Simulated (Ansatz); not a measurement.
# GdTePd2: what a guessed cell relaxes into

Where does this trial cell of GdTePd2 go when cell and atoms are let free?

Program: Ansatz 0.2.0. Level of theory: DFT PBE, scalar-relativistic, plane waves, PAW. These are calculated values, not measurements.

1 further run of the same task is left out (it didn't finish).

### Step 1. The system as given

The structure is hexagonal, space group P6_3/mmc (No. 194). Conventional cell: a = 3.530 Å, b = 3.530 Å, c = 13.768 Å, α = 90.00°, β = 90.00°, γ = 120.00°. Gd (site symmetry -6m2) is surrounded by 6 Pd at 3.09 Å and 6 Gd at 3.53 Å. Te (site symmetry -3m) has 6 Pd at 2.32 Å as nearest neighbours. Pd (site symmetry 3m) is surrounded by 3 Te at 2.32 Å.

Coordinates:

```
CELL_PARAMETERS angstrom
3.53019 0.00000 0.00000
-1.76509 3.05723 0.00000
0.00000 0.00000 13.76844
ATOMIC_POSITIONS crystal
Gd 0.33333 0.66667 0.75000
Gd 0.66667 0.33333 0.25000
Te 0.00000 0.00000 0.00000
Te 0.00000 0.00000 0.50000
Pd 0.33333 0.66667 0.41880
Pd 0.33333 0.66667 0.08120
Pd 0.66667 0.33333 0.58120
Pd 0.66667 0.33333 0.91880
```

The cell is invented: species swapped into a database cell of CsErO2 (P6_3/mmc, No. 194), with Gd on the Cs sites, Te on the Er sites and Pd on the O sites. Lengths come from tabulated atomic sizes and are only a guess.

### Step 2. Probe: one point on a coarse mesh

File input.yaml:

```yaml
crystal:
  lattice:
    - [3.53018817, 0.0, 0.0]
    - [-1.76509409, 3.05723264, 0.0]
    - [0.0, 0.0, 13.7684416]
  atoms:
    - { symbol: Gd, position: [0.33333333, 0.66666667, 0.75], spin: 7.0 }
    - { symbol: Gd, position: [0.66666667, 0.33333333, 0.25], spin: 7.0 }
    - { symbol: Te, position: [0.0, 0.0, 0.0] }
    - { symbol: Te, position: [0.0, 0.0, 0.5] }
    - { symbol: Pd, position: [0.33333333, 0.66666667, 0.41880211] }
    - { symbol: Pd, position: [0.33333333, 0.66666667, 0.08119789] }
    - { symbol: Pd, position: [0.66666667, 0.33333333, 0.58119789] }
    - { symbol: Pd, position: [0.66666667, 0.33333333, 0.91880211] }
basis:
  ecutwfc: 420
kpoints:
  mp_grid: { grid: [6, 6, 2] }
hamiltonian:
  xc: pbe
scf:
  occupations: { method: gaussian, width: 0.1 }
  lower_state_search: "off"
output:
  forces: true
  stress: true
  eigenvalues: true
  populations: true
magnetization:
  spin_polarized: true
```

Launch:

```
$ ansatz run input.yaml --threads 1 --pin off --max-ram 2560MiB --backend cpu --events-out ev --progress --plain --runs-dir out
```

The session goes on with these runs: coarse relaxation; full relaxation.

What does the calculation give? Wanted: conventional cell; volume; energy over the elements; gap on the mesh; total moment.

**Answer**, as computed:

| quantity | value |
| --- | --- |
| symmetry at the end (tolerance 0.05 Å) | space group P6_3/mmc (No. 194) |
| conventional cell | a = 4.638 Å, b = 4.638 Å, c = 9.120 Å, α = 90.00°, β = 90.00°, γ = 120.00° |
| volume | 21.24 Å³/atom |
| energy over the elements | -0.85 eV/atom |
| gap on the mesh | none (metal) |
| total moment | 14.34 μB/cell |

What this shows: The space group P6_3/mmc (No. 194) is kept, and the volume per atom grows by 14.3 % from the first guess. It lies below the elements, which doesn't yet make it stable: competing phases were not computed in this session. No finished test with a distortion of lower symmetry is shown, so the end may be a saddle point. The runs treat Gd, Te without spin-orbit coupling. The open f shell has no Hubbard U here, which places its levels poorly. Other magnetic orders were not searched.
